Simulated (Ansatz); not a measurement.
**CHBrSe: one species, many methods**

Aim: compute CHBrSe with functionals from several rungs and with coupled cluster. The yardstick is the atomisation energy at the CCSD(T) limit.

Computed with Ansatz 0.2.0, Gaussian basis. Level: functionals in def2-TZVPP, the program's frozen cores in correlated methods.

Levels to be run: LDA (SPW92), PBE-D4, revPBE-D4, BLYP-D4, r2SCAN-D4, B97M-V, PBE0-D4, B3LYP-D4, r2SCANh-D4, r2SCAN0-D4, HSE06-D4, BHLYP-D4, CAM-B3LYP-D4, LC-ωPBE, ωB97X-V, ωB97M-V, B2PLYP, PBE-QIDH; CCSD(T)/def2-SVP; CCSD(T)/def2-TZVPP; MP2/def2-QZVPP; extrapolation to the limit; RPA on PBE.

### 1 The geometry

All runs share one geometry, relaxed beforehand with PBE0-D4 in a triple-zeta def2 set.

4 atoms, charge 0, spin multiplicity 1.

Atoms are counted from 1 here; the program's logs count them from 0.

Bond lengths: Se1–C2 1.736 Å, C2–Br3 1.876 Å, C2–H4 1.086 Å. Angles: Se1–C2–Br3 126.8°, Se1–C2–H4 123.3°, Br3–C2–H4 110.0°.

### 2 LDA

This LDA is Slater exchange with PW92 correlation.

Input file in.yaml:

```yaml
crystal:
  periodic: [false, false, false]
  atoms:
    - {symbol: Se, position_ang: [0.878319, -0.764891, 1.302871]}
    - {symbol: C, position_ang: [-0.055596, -0.145447, -0.022906]}
    - {symbol: Br, position_ang: [0.018232, 1.588393, -0.734879]}
    - {symbol: H, position_ang: [-0.785355, -0.738354, -0.565385]}
basis:
  gaussian: {orbitals: def2-TZVPP}
hamiltonian: {xc: lda}
output: {orbitals: {seedname: orbitals}}
```

The run is started by

```console
> ansatz run in.yaml --threads 2 --pin off --events-out ev --progress --plain --max-ram 4352MiB
```

The runs that follow: PBE-D4 (GGA); revPBE-D4 (GGA); BLYP-D4 (GGA); r2SCAN-D4 (meta-GGA); B97M-V (meta-GGA); B3LYP-D4 (hybrid); r2SCANh-D4 (hybrid); r2SCAN0-D4 (hybrid); HSE06-D4 (hybrid); BHLYP-D4 (hybrid); CAM-B3LYP-D4 (range-separated); LC-ωPBE (range-separated); ωB97X-V (range-separated); ωB97M-V (range-separated); B2PLYP (double hybrid); PBE-QIDH (double hybrid); CCSD(T) in def2-SVP; CCSD(T) in def2-TZVPP; MP2 in def2-QZVPP; RPA on PBE orbitals.

**Question.** What will the summary of the whole plan be? Wanted: atomisation energy, CCSD(T)/CBS; farthest beyond LDA; mean size of error, GGA; mean size of error, meta-GGA; mean size of error, hybrid; mean size of error, range-separated; mean size of error, double hybrid; gap, smallest and largest; T1 diagnostic.

**Answer**, as computed:

```
                               quantity                                     value
        atomisation energy, CCSD(T)/CBS                             1169.4 kJ/mol
 functionals within 11.7 kJ/mol (1.0 %)     BLYP-D4, r2SCAN-D4, PBE0-D4, HSE06-D4
                    farthest beyond LDA                   BHLYP-D4 (-94.5 kJ/mol)
                mean size of error, GGA                               28.8 kJ/mol
           mean size of error, meta-GGA                               10.2 kJ/mol
             mean size of error, hybrid                               28.8 kJ/mol
    mean size of error, range-separated                               38.0 kJ/mol
      mean size of error, double hybrid                               22.4 kJ/mol
              gap, smallest and largest  1.88 eV (LDA (SPW92)), 8.60 eV (LC-ωPBE)
                          T1 diagnostic                                    0.0125
triples share of the correlation energy                                     4.4 %
```

The LDA atomisation energy is off by 247.6 kJ/mol (21 %): it overbinds. PBE-D4 misses by +61.2 kJ/mol. Double hybrids carry the basis error of their MP2 part in triple zeta, and no dispersion term here, so their miss is partly the set-up's. Taken by rung, meta-GGA functionals do best (10.2 kJ/mol on average) and range-separated ones worst beyond LDA (38.0 kJ/mol). The reference freezes the cores and leaves out relativity and excitations past (T), and its outer-core shells are covered unevenly, so misses under about 11.7 kJ/mol can't be ranked. All levels share the lack of spin-orbit coupling, which lowers the free heavy atoms and so the true binding. Hartree-Fock recovers 59 % of the binding; the rest is correlation. CCSD(T) in def2-SVP is off by -104.5 kJ/mol, which most functionals beat. The gap grows from 1.9 to 8.6 eV across the functionals, mostly with the share of exact exchange. The restricted reference is unstable towards a spin-broken one. Correlated methods include outer-core shells of Br, Se, which these sets cover unevenly.
